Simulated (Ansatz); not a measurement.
# Cl6Gd ([GdCl6]3-): the cost of one run

The runs use Ansatz 0.2.0, Gaussian basis; the settings change from run to run.

**1. The molecule**

An earlier PBE-D4/def2-SVP relaxation fixed the geometry. Gd takes a core potential in def2 sets; no spin-orbit term is included.

7 atoms, charge -3, spin multiplicity 8.

Atoms are counted from 1 here; the program's logs count them from 0.

Bond lengths: Gd1–Cl2 2.740 Å, Gd1–Cl3 2.741 Å, Gd1–Cl4 2.741 Å, Gd1–Cl5 2.740 Å, Gd1–Cl6 2.740 Å, Gd1–Cl7 2.741 Å. Angles: Cl2–Gd1–Cl3 179.9°, Cl2–Gd1–Cl4 89.9°, Cl2–Gd1–Cl5 90.0°, Cl2–Gd1–Cl6 89.9°, Cl2–Gd1–Cl7 90.0°, Cl3–Gd1–Cl4 90.2°, Cl3–Gd1–Cl5 89.9°, Cl3–Gd1–Cl6 90.0°, Cl3–Gd1–Cl7 90.0°, Cl4–Gd1–Cl5 179.9°, Cl4–Gd1–Cl6 90.1°, Cl4–Gd1–Cl7 89.8°, Cl5–Gd1–Cl6 90.1°, Cl5–Gd1–Cl7 90.0°, Cl6–Gd1–Cl7 179.9°.

Geometry (Å):

```
Gd   -0.0003    0.0007   -0.0004
Cl   -0.0207   -0.0006    2.7399
Cl    0.0158    0.0046   -2.7409
Cl    2.7405    0.0061    0.0233
Cl   -2.7401   -0.0108   -0.0228
Cl   -0.0086    2.7405    0.0037
Cl    0.0134   -2.7405   -0.0029
```

**2. SPW92/def2-TZVP**

Options: atoms shaken by 0.08 Å.

Contents of in.yaml:

```yaml
crystal:
  periodic: [false, false, false]
  atoms:
    - {symbol: Gd, position_ang: [0.084177, 0.024076, -0.036723]}
    - {symbol: Cl, position_ang: [-0.048612, 0.057868, 2.764726]}
    - {symbol: Cl, position_ang: [-0.025008, -0.000848, -2.762450]}
    - {symbol: Cl, position_ang: [2.698371, 0.018542, -0.053850]}
    - {symbol: Cl, position_ang: [-2.790603, 0.153314, -0.113388]}
    - {symbol: Cl, position_ang: [-0.190586, 2.805519, -0.239724]}
    - {symbol: Cl, position_ang: [-0.017866, -2.867281, 0.050545]}
basis:
  gaussian: {orbitals: def2-TZVP}
total_charge: -3
magnetization: {spin_polarized: true, initial_magnetization: 7}
hamiltonian: {xc: {name: SPW92}}
scf: {omitted_lower_state_checks: [starts]}
output: {forces: true}
```

The run is started by

```sh
$ ansatz run in.yaml --threads 4 --pin off --events-out ev --progress --plain --max-ram 9574MiB
```

Q: Estimate wall time and peak memory on 4 threads of AMD EPYC 7R43, shared host.

About 11 s, with a peak of 0.88 GiB.
